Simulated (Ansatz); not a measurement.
# H11N4O2Ta: the cost of one run

Program: Ansatz 0.2.0. Level of theory: RKS PBE/def2-SVP. These are calculated values, not measurements.

**1. The structure to begin with**

Bond lengths (14 of 17 bonds, heavy atoms first): Ta1–O2 2.370 Å, Ta1–N4 2.160 Å, Ta1–N7 2.160 Å, Ta1–N10 2.160 Å, Ta1–O13 2.020 Å, Ta1–N15 2.460 Å, O2–H3 1.010 Å, N4–H5 1.060 Å, N4–H6 1.060 Å, N7–H8 1.060 Å, N7–H9 1.060 Å, N10–H11 1.060 Å, N10–H12 1.060 Å, O13–H14 1.010 Å. Angles (14 of 35 angles, heavy atoms first): O2–Ta1–N4 90.0°, O2–Ta1–N7 90.0°, O2–Ta1–N10 120.0°, O2–Ta1–O13 120.0°, O2–Ta1–N15 71.6°, N4–Ta1–N7 180.0°, N4–Ta1–N10 90.0°, N4–Ta1–O13 90.0°, N4–Ta1–N15 59.6°, N7–Ta1–N10 90.0°, N7–Ta1–O13 90.0°, N7–Ta1–N15 120.4°, N10–Ta1–O13 120.0°, N10–Ta1–N15 148.6°.

Structure file:

```xyz
18

Ta    0.0000    0.0000    0.0000
O     2.3700    0.0000    0.0000
H     2.7071   -0.5308    0.7903
N     0.0000    0.0000    2.1600
H    -0.2456   -0.8845    2.6900
H     0.2456    0.8845    2.6900
N     0.0000    0.0000   -2.1600
H    -0.6116   -0.6845   -2.6900
H     0.6116    0.6845   -2.6900
N    -1.0800    1.8706    0.0000
H    -1.6414    2.1584    0.8518
H    -1.0486    2.5007   -0.8518
O    -1.0100   -1.7493    0.0000
H    -1.6563   -1.7655    0.7760
N     0.7757   -1.9759    1.2433
H     0.2944   -2.9105    1.1069
H     1.5912   -1.8927    1.9153
H     1.9581   -1.1857    0.7461
```

**2. A restrained relaxation towards end A**

Springs on the bonds that form and break draw the guess towards this end; the thresholds are loose.

Input file input.yaml:

```yaml
crystal:
  periodic: [false, false, false]
  atoms:
    - { symbol: Ta, position_ang: [0.0, 0.0, 0.0] }
    - { symbol: O, position_ang: [2.37, 0.0, 0.0] }
    - { symbol: H, position_ang: [2.7071, -0.5308, 0.7903] }
    - { symbol: "N", position_ang: [0.0, 0.0, 2.16] }
    - { symbol: H, position_ang: [-0.2456, -0.8845, 2.69] }
    - { symbol: H, position_ang: [0.2456, 0.8845, 2.69] }
    - { symbol: "N", position_ang: [0.0, 0.0, -2.16] }
    - { symbol: H, position_ang: [-0.6116, -0.6845, -2.69] }
    - { symbol: H, position_ang: [0.6116, 0.6845, -2.69] }
    - { symbol: "N", position_ang: [-1.08, 1.8706, 0.0] }
    - { symbol: H, position_ang: [-1.6414, 2.1584, 0.8518] }
    - { symbol: H, position_ang: [-1.0486, 2.5007, -0.8518] }
    - { symbol: O, position_ang: [-1.01, -1.7493, 0.0] }
    - { symbol: H, position_ang: [-1.6563, -1.7655, 0.776] }
    - { symbol: "N", position_ang: [0.7757, -1.9759, 1.2433] }
    - { symbol: H, position_ang: [0.2944, -2.9105, 1.1069] }
    - { symbol: H, position_ang: [1.5912, -1.8927, 1.9153] }
    - { symbol: H, position_ang: [1.9581, -1.1857, 0.7461] }
basis:
  gaussian: { orbitals: def2-SVP }
hamiltonian:
  xc: pbe
relax:
  f_tol: 0.15
  max_steps: 25
  restrain:
    - { distance: [0, 14], at: 3.36, k: 30.0 }
    - { distance: [17, 1], at: 2.21, k: 30.0 }
    - { distance: [0, 1], at: 2.02, k: 30.0 }
    - { distance: [17, 14], at: 1.06, k: 30.0 }
output:
  orbitals: {}
```

On the command line:

```sh
$ ansatz run input.yaml --threads 4 --pin off --max-ram 5120MiB --backend cpu --events-out ev --progress --plain --runs-dir out
```

**Question.** How long does this run take on 4 threads of AMD EPYC 7R43 (Zen 3), shared host, and how much memory does it need?

About 67 s, with a peak of 0.28 GiB.
